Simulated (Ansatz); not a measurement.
# C2H6AlS radical: a ladder of functionals and wavefunction methods

The task here is to estimate one member of a computed series from the others.

Computed with Ansatz 0.2.0, Gaussian basis. Level: functionals in def2-TZVPP, the program's frozen cores in correlated methods.

Plan: LDA (SPW92), PBE-D4, revPBE-D4, BLYP-D4, r2SCAN-D4, B97M-V, PBE0-D4, B3LYP-D4, r2SCANh-D4, r2SCAN0-D4, HSE06-D4, BHLYP-D4, CAM-B3LYP-D4, LC-ωPBE, ωB97X-V, ωB97M-V, B2PLYP, PBE-QIDH; CCSD(T)/def2-SVP; CCSD(T)/def2-TZVPP; MP2/def2-QZVPP; extrapolation to the limit; RPA on PBE.

### The relaxed structure

The geometry comes from an earlier relaxation with PBE0-D4 in a triple-zeta def2 set; it is a stationary point, not always the lowest conformer.

SMILES `[CH3][Al][S]C`, 10 atoms, charge 0, spin multiplicity 2.

Atoms are counted from 1 here; the program's logs count them from 0.

Bond lengths: C1–Al2 1.966 Å, C1–H5 1.095 Å, C1–H6 1.092 Å, C1–H7 1.094 Å, Al2–S3 2.190 Å, S3–C4 1.820 Å, C4–H8 1.089 Å, C4–H9 1.090 Å, C4–H10 1.089 Å. Angles: Al2–C1–H5 109.5°, Al2–C1–H6 112.4°, Al2–C1–H7 110.1°, H5–C1–H6 107.8°, H5–C1–H7 108.0°, H6–C1–H7 108.8°, C1–Al2–S3 115.8°, Al2–S3–C4 104.3°, S3–C4–H8 108.7°, S3–C4–H9 111.7°, S3–C4–H10 108.9°, H8–C4–H9 109.1°, H8–C4–H10 109.2°, H9–C4–H10 109.2°.

The first run:

File in.yaml:

```yaml
crystal:
  periodic: [false, false, false]
  atoms:
    - {symbol: C, position_ang: [2.132626, -1.266462, 0.396716]}
    - {symbol: Al, position_ang: [0.815801, 0.193136, 0.385154]}
    - {symbol: S, position_ang: [-1.136044, -0.292997, -0.481097]}
    - {symbol: C, position_ang: [-2.074877, 1.263080, -0.375135]}
    - {symbol: H, position_ang: [2.690130, -1.263737, -0.545558]}
    - {symbol: H, position_ang: [2.853248, -1.169982, 1.211241]}
    - {symbol: H, position_ang: [1.624782, -2.231237, 0.486707]}
    - {symbol: H, position_ang: [-2.980302, 1.086308, 0.204350]}
    - {symbol: H, position_ang: [-1.493546, 2.051848, 0.101871]}
    - {symbol: H, position_ang: [-2.348618, 1.578844, -1.381149]}
basis:
  gaussian: {orbitals: def2-TZVPP}
magnetization: {spin_polarized: true, initial_magnetization: 1}
hamiltonian: {xc: lda}
output: {orbitals: {seedname: orbitals}}
```

Launch:

```
ansatz run in.yaml --threads 4 --pin off --events-out ev --progress --plain --max-ram 10444MiB
```

Among the steps run: LDA; PBE-D4 (GGA); revPBE-D4 (GGA); BLYP-D4 (GGA); r2SCAN-D4 (meta-GGA); B97M-V (meta-GGA); B3LYP-D4 (hybrid); r2SCANh-D4 (hybrid); r2SCAN0-D4 (hybrid); HSE06-D4 (hybrid); BHLYP-D4 (hybrid); CAM-B3LYP-D4 (range-separated); LC-ωPBE (range-separated); ωB97X-V (range-separated); ωB97M-V (range-separated); B2PLYP (double hybrid); PBE-QIDH (double hybrid).

One of the session's tables, all rows but one given; the rest of the session is left out.

It belongs to the step «Frontier levels by functional». 

```
  functional  HOMO (eV)  LUMO (eV)  gap (eV)
 LDA (SPW92)      -4.44      -3.39      1.05
      PBE-D4      -4.44      -3.03      1.41
   revPBE-D4      -4.42      -2.89      1.53
     BLYP-D4      -4.23      -3.05      1.18
   r2SCAN-D4      -4.72      -2.63      2.09
      B97M-V      -4.38      -3.36      1.02
     PBE0-D4      -5.43      -2.25      3.19
    B3LYP-D4      -5.18      -2.61      2.57
  r2SCANh-D4      -5.08      -2.40      2.69
  r2SCAN0-D4      -5.63      -2.06      3.57
    HSE06-D4      -5.04      -2.62      2.42
    BHLYP-D4          ?          ?         ?
CAM-B3LYP-D4      -6.58      -1.48      5.10
     LC-ωPBE      -7.94      -0.17      7.77
     ωB97X-V      -7.47      -0.67      6.80
     ωB97M-V      -7.04      -0.83      6.21
```

Estimate the missing values for BHLYP-D4.

Worked estimate for «HOMO (eV)». Against the share of exact exchange, BLYP-D4 (0, -4.23), B3LYP-D4 (0.2, -5.18) give a slope of -4.75 per unit share; at 0.5 the line stands at -6.60.

**Answer.** HOMO (eV): -6.24; LUMO (eV): -1.60; gap (eV): 4.64. In «HOMO (eV)» the line misses by -0.36.
